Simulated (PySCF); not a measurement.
# AgN2H6+: NMR shieldings

Wanted: NMR shieldings for AgN2H6+ (`[NH3]->[Ag+]<-[NH3]`).

Programs: PySCF 2.14.0, with routines of our own; each step states its level. All values are computed. Atoms count from 0.

3 further runs of the same task are left out: 3 for a basis unfit for spin-orbit shieldings.

## 1. The system as given

9 atoms, charge 1, multiplicity 1; geometry from: GFN2-xTB.

## 2. NMR shieldings: PBE0/pcSseg-1 Ag:x2c-TZVPall-2c, spin-free

What the job is given:

```
{"job": {"xc": "PBE0", "basis": {"default": "pcSseg-1", "Ag": "x2c-TZVPall-2c"}, "rel": "sf", "kind": "hnmr"}, "charge": 1, "multiplicity": 1}
Ag     0.004610     0.003230    -0.000030
N     -0.003720    -0.015450     2.265100
H     -0.418880     0.827040     2.660730
H      0.933810    -0.084110     2.658850
H     -0.531760    -0.800240     2.644910
N      0.004230     0.015960    -2.265030
H     -0.937910     0.018600    -2.653880
H      0.474320    -0.798090    -2.659040
H      0.475300     0.833060    -2.651620
```

Level: PBE0/pcSseg-1 Ag:x2c-TZVPall-2c GIAO NMR shielding, spin-free X2C, Gaussian nuclei, gas phase.

Command:

```sh
> OMP_NUM_THREADS=1 python heavy_run.py task.json out
```

This one command runs all jobs of the session in turn.

Standard output:

```text
spin-free SCF
coarse grid: 33280 points
cycle   1  E = -5427.9196631481  dE =  9.258e-02  |g| = 4.908e-01  |ddm| = 2.377e+00
cycle   2  E = -5427.8844696133  dE =  3.519e-02  |g| = 7.777e-01  |ddm| = 6.234e-01
cycle   3  E = -5427.9541154910  dE = -6.965e-02  |g| = 3.064e-02  |ddm| = 3.459e-01
cycle   4  E = -5427.9542073671  dE = -9.188e-05  |g| = 1.648e-02  |ddm| = 3.317e-02
cycle   5  E = -5427.9542530686  dE = -4.570e-05  |g| = 6.961e-03  |ddm| = 1.380e-02
cycle   6  E = -5427.9542594644  dE = -6.396e-06  |g| = 7.112e-04  |ddm| = 3.533e-03
final grid: 68656 points
cycle   7  E = -5427.9527395427  dE =  3.528e-08  |g| = 1.150e-03  |ddm| = 1.545e-03
cycle   8  E = -5427.9527393439  dE =  1.988e-07  |g| = 1.970e-03  |ddm| = 1.293e-03
cycle   9  E = -5427.9527396635  dE = -3.197e-07  |g| = 5.276e-05  |ddm| = 7.878e-04
cycle  10  E = -5427.9527396639  dE = -3.683e-10  |g| = 1.634e-05  |ddm| = 3.575e-05
converged SCF energy = -5427.9527396639
check of the scalar solution
cycle   1  E = -5427.9527396639  dE = -5.428e+03  |FDS-SDF| = 1.634e-05
cycle   2  E = -5427.9527396639  dE =  2.638e-11  |FDS-SDF| = 2.400e-05
converged, E = -5427.9527396639

Field gradients (au) and densities at the nuclei (bohr^-3)
atom        Vxx        Vyy        Vzz        centre      nuclear mean
  0 Ag     1.0420     1.0421    -2.0840     130672.207     130131.229
  1 N      0.2611     0.2617    -0.5229        185.569        185.569
  2 H     -0.1703    -0.2031     0.3734          0.361          0.361
  3 H     -0.1702    -0.2031     0.3733          0.361          0.361
  4 H     -0.1701    -0.2029     0.3730          0.360          0.360
  5 N      0.2613     0.2616    -0.5228        185.569        185.569
  6 H     -0.1702    -0.2030     0.3732          0.361          0.361
  7 H     -0.1701    -0.2029     0.3731          0.360          0.360
  8 H     -0.1700    -0.2029     0.3730          0.360          0.360
without picture change
  0 Ag                          -2.5116                    252235.198

Core orbital energies (eV)
atom   shell        mean    spread
  0 Ag 1s       -25380.374   0.000
  0 Ag 2s        -3762.927   0.000
  0 Ag 3s         -703.301   0.000
  0 Ag 4s         -105.381   0.000
  0 Ag 2p        -3375.703   0.047
  0 Ag 3p         -575.120   0.179
  0 Ag 4p          -67.718   0.025
  0 Ag 3d         -372.197   0.177
  0 Ag 4d          -14.381   1.162

Shielding tensors (ppm)
atom      isotropic    diamagn.    paramagn.     s11        s22        s33       span
  0 Ag     3791.99     4716.39     -924.40    3286.64    3286.69    4802.65    1516.01
  1 N       266.36      312.96      -46.59     239.92     279.57     279.61      39.69
  2 H        29.38       27.40        1.99      20.97      24.89      42.29      21.33
  3 H        29.38       27.39        1.99      20.97      24.88      42.30      21.33
  4 H        29.38       27.41        1.97      20.96      24.90      42.28      21.32
  5 N       266.35      312.96      -46.61     239.91     279.55     279.60      39.70
  6 H        29.38       27.41        1.97      20.96      24.90      42.28      21.33
  7 H        29.38       27.40        1.98      20.96      24.89      42.29      21.33
  8 H        29.38       27.38        1.99      20.97      24.88      42.29      21.33
```

It took 18 s on 1 thread of Intel Xeon Platinum 8488C, shared host; peak memory 0.88 GiB.

## 3. NMR shieldings: PBE0/pcSseg-1 Ag:x2c-TZVPall-2c in water, spin-free

Settings changed since step 2:

```diff
@@ -1,2 +1,2 @@
-{"job": {"xc": "PBE0", "basis": {"default": "pcSseg-1", "Ag": "x2c-TZVPall-2c"}, "rel": "sf", "kind": "hnmr"}, "charge": 1, "multiplicity": 1}
+{"job": {"xc": "PBE0", "basis": {"default": "pcSseg-1", "Ag": "x2c-TZVPall-2c"}, "rel": "sf", "solvent": "water", "kind": "hnmr"}, "charge": 1, "multiplicity": 1}
 Ag     0.004610     0.003230    -0.000030
```

With the program's defaults for keys left out, this is: PBE0/pcSseg-1 Ag:x2c-TZVPall-2c GIAO NMR shielding, spin-free X2C, Gaussian nuclei, IEF-PCM water.

Standard output:

```text
spin-free SCF
coarse grid: 33280 points
cycle   1  E = -5428.0113605664  dE =  1.976e-03  |g| = 4.896e-01  |ddm| = 2.376e+00
cycle   2  E = -5427.9748994844  dE =  3.646e-02  |g| = 7.812e-01  |ddm| = 6.309e-01
cycle   3  E = -5428.0454514421  dE = -7.055e-02  |g| = 3.045e-02  |ddm| = 3.465e-01
cycle   4  E = -5428.0455363171  dE = -8.487e-05  |g| = 1.719e-02  |ddm| = 3.062e-02
cycle   5  E = -5428.0455893126  dE = -5.300e-05  |g| = 6.662e-03  |ddm| = 1.430e-02
cycle   6  E = -5428.0455950095  dE = -5.697e-06  |g| = 4.888e-04  |ddm| = 3.939e-03
final grid: 68656 points
cycle   7  E = -5428.0440749798  dE = -4.637e-08  |g| = 5.549e-04  |ddm| = 1.396e-03
cycle   8  E = -5428.0440749402  dE =  3.961e-08  |g| = 9.260e-04  |ddm| = 6.441e-04
cycle   9  E = -5428.0440750110  dE = -7.079e-08  |g| = 3.167e-05  |ddm| = 3.837e-04
cycle  10  E = -5428.0440750112  dE = -1.701e-10  |g| = 2.360e-05  |ddm| = 4.140e-05
converged SCF energy = -5428.0440750112
check of the scalar solution
cycle   1  E = -5428.0440750112  dE = -5.428e+03  |FDS-SDF| = 2.360e-05
cycle   2  E = -5428.0440750112  dE =  1.637e-11  |FDS-SDF| = 3.133e-05
converged, E = -5428.0440750112

Field gradients (au) and densities at the nuclei (bohr^-3)
atom        Vxx        Vyy        Vzz        centre      nuclear mean
  0 Ag     1.0385     1.0386    -2.0771     130672.284     130131.305
  1 N      0.2557     0.2561    -0.5118        185.572        185.572
  2 H     -0.1702    -0.2029     0.3732          0.360          0.360
  3 H     -0.1702    -0.2029     0.3731          0.360          0.360
  4 H     -0.1701    -0.2027     0.3727          0.360          0.360
  5 N      0.2558     0.2560    -0.5118        185.572        185.572
  6 H     -0.1701    -0.2028     0.3729          0.360          0.360
  7 H     -0.1701    -0.2027     0.3729          0.360          0.360
  8 H     -0.1700    -0.2027     0.3727          0.360          0.360
without picture change
  0 Ag                          -2.5042                    252235.344

Core orbital energies (eV)
atom   shell        mean    spread
  0 Ag 1s       -25375.605   0.000
  0 Ag 2s        -3758.159   0.000
  0 Ag 3s         -698.533   0.000
  0 Ag 4s         -100.609   0.000
  0 Ag 2p        -3370.935   0.047
  0 Ag 3p         -570.351   0.177
  0 Ag 4p          -62.944   0.027
  0 Ag 3d         -367.428   0.175

Shielding tensors (ppm)
atom      isotropic    diamagn.    paramagn.     s11        s22        s33       span
  0 Ag     3771.46     4716.38     -944.91    3255.93    3255.98    4802.48    1546.55
  1 N       267.41      312.36      -44.95     240.36     280.92     280.96      40.60
  2 H        29.35       27.30        2.05      20.88      24.86      42.31      21.43
  3 H        29.35       27.29        2.06      20.88      24.86      42.31      21.43
  4 H        29.34       27.30        2.04      20.86      24.87      42.29      21.43
  5 N       267.40      312.37      -44.96     240.35     280.90     280.96      40.61
  6 H        29.35       27.30        2.04      20.87      24.87      42.30      21.43
  7 H        29.34       27.29        2.05      20.87      24.87      42.30      21.43
  8 H        29.34       27.28        2.06      20.88      24.85      42.30      21.43
```

Wall time 18 s (1 thread of Intel Xeon Platinum 8488C, shared host); peak memory 0.89 GiB.

## 4. NMR shieldings: PBE0/pcSseg-1 Ag:x2c-TZVPall-2c in dichloromethane, spin-free

Settings changed since step 3:

```diff
@@ -1,2 +1,2 @@
-{"job": {"xc": "PBE0", "basis": {"default": "pcSseg-1", "Ag": "x2c-TZVPall-2c"}, "rel": "sf", "solvent": "water", "kind": "hnmr"}, "charge": 1, "multiplicity": 1}
+{"job": {"xc": "PBE0", "basis": {"default": "pcSseg-1", "Ag": "x2c-TZVPall-2c"}, "rel": "sf", "solvent": "dichloromethane", "kind": "hnmr"}, "charge": 1, "multiplicity": 1}
 Ag     0.004610     0.003230    -0.000030
```

Level: PBE0/pcSseg-1 Ag:x2c-TZVPall-2c GIAO NMR shielding, spin-free X2C, Gaussian nuclei, IEF-PCM dichloromethane.

Standard output:

```text
spin-free SCF
coarse grid: 33280 points
cycle   1  E = -5428.0022694529  dE =  1.094e-02  |g| = 4.898e-01  |ddm| = 2.376e+00
cycle   2  E = -5427.9658612248  dE =  3.641e-02  |g| = 7.809e-01  |ddm| = 6.302e-01
cycle   3  E = -5428.0363948445  dE = -7.053e-02  |g| = 3.040e-02  |ddm| = 3.468e-01
cycle   4  E = -5428.0364792857  dE = -8.444e-05  |g| = 1.714e-02  |ddm| = 3.076e-02
cycle   5  E = -5428.0365315768  dE = -5.229e-05  |g| = 6.647e-03  |ddm| = 1.422e-02
cycle   6  E = -5428.0365372590  dE = -5.682e-06  |g| = 5.026e-04  |ddm| = 3.836e-03
final grid: 68656 points
cycle   7  E = -5428.0350172433  dE = -3.580e-08  |g| = 6.158e-04  |ddm| = 1.378e-03
cycle   8  E = -5428.0350171922  dE =  5.115e-08  |g| = 1.034e-03  |ddm| = 7.035e-04
cycle   9  E = -5428.0350172801  dE = -8.790e-08  |g| = 3.280e-05  |ddm| = 4.248e-04
cycle  10  E = -5428.0350172802  dE = -1.710e-10  |g| = 2.047e-05  |ddm| = 3.688e-05
converged SCF energy = -5428.0350172802
check of the scalar solution
cycle   1  E = -5428.0350172802  dE = -5.428e+03  |FDS-SDF| = 2.047e-05
cycle   2  E = -5428.0350172802  dE =  3.183e-11  |FDS-SDF| = 2.706e-05
converged, E = -5428.0350172802

Field gradients (au) and densities at the nuclei (bohr^-3)
atom        Vxx        Vyy        Vzz        centre      nuclear mean
  0 Ag     1.0389     1.0390    -2.0779     130672.277     130131.298
  1 N      0.2565     0.2569    -0.5134        185.572        185.572
  2 H     -0.1703    -0.2030     0.3732          0.360          0.360
  3 H     -0.1702    -0.2029     0.3732          0.360          0.360
  4 H     -0.1701    -0.2027     0.3728          0.360          0.360
  5 N      0.2566     0.2568    -0.5133        185.572        185.572
  6 H     -0.1702    -0.2028     0.3730          0.360          0.360
  7 H     -0.1701    -0.2028     0.3729          0.360          0.360
  8 H     -0.1700    -0.2027     0.3728          0.360          0.360
without picture change
  0 Ag                          -2.5051                    252235.332

Core orbital energies (eV)
atom   shell        mean    spread
  0 Ag 1s       -25376.074   0.000
  0 Ag 2s        -3758.628   0.000
  0 Ag 3s         -699.002   0.000
  0 Ag 4s         -101.078   0.000
  0 Ag 2p        -3371.404   0.047
  0 Ag 3p         -570.820   0.177
  0 Ag 4p          -63.413   0.027
  0 Ag 3d         -367.897   0.175

Shielding tensors (ppm)
atom      isotropic    diamagn.    paramagn.     s11        s22        s33       span
  0 Ag     3773.37     4716.38     -943.00    3258.80    3258.82    4802.50    1543.70
  1 N       267.26      312.40      -45.14     240.27     280.73     280.77      40.50
  2 H        29.36       27.31        2.05      20.90      24.87      42.30      21.41
  3 H        29.36       27.30        2.06      20.90      24.87      42.31      21.41
  4 H        29.35       27.31        2.04      20.88      24.88      42.29      21.41
  5 N       267.24      312.40      -45.16     240.26     280.71     280.77      40.51
  6 H        29.35       27.32        2.04      20.89      24.88      42.29      21.41
  7 H        29.35       27.31        2.05      20.89      24.87      42.29      21.41
  8 H        29.35       27.29        2.06      20.89      24.86      42.30      21.41
```

Wall time 18 s (1 thread of Intel Xeon Platinum 8488C, shared host); peak memory 0.9 GiB.

## 5. Shieldings side by side

```csv
run,Ag0,N5,N1,H4,H6,H7,H8,time
"step 2, PBE0/pcSseg-1 Ag:x2c-TZVPall-2c, spin-free",3792.0,266.4,266.4,29.4,29.4,29.4,29.4,18 s
"step 3, PBE0/pcSseg-1 Ag:x2c-TZVPall-2c in water, spin-free",3771.5,267.4,267.4,29.3,29.3,29.3,29.3,18 s
"step 4, PBE0/pcSseg-1 Ag:x2c-TZVPall-2c in dichloromethane, spin-free",3773.4,267.2,267.3,29.4,29.4,29.4,29.4,18 s
```

## 6. Results

```
                                                                          quantity                               value
                   shieldings (step 2, PBE0/pcSseg-1 Ag:x2c-TZVPall-2c, spin-free)  Ag0 3792.0, N1 266.4, N5 266.4 ppm
          shieldings (step 3, PBE0/pcSseg-1 Ag:x2c-TZVPall-2c in water, spin-free)  Ag0 3771.5, N1 267.4, N5 267.4 ppm
shieldings (step 4, PBE0/pcSseg-1 Ag:x2c-TZVPall-2c in dichloromethane, spin-free)  Ag0 3773.4, N1 267.3, N5 267.2 ppm
```

What this shows: In step 2, Ag0 has the widest tensor, 1516 ppm. A continuum can't give the shift that close solvent molecules cause at an ion. Ag0 moves most between the runs, by 21 ppm; the labels say what changes from run to run. No run holds spin-orbit coupling, which is large for shieldings at and beside heavy atoms. The geometry comes from tight binding, which is rough for metal atoms, and these values hang on it.
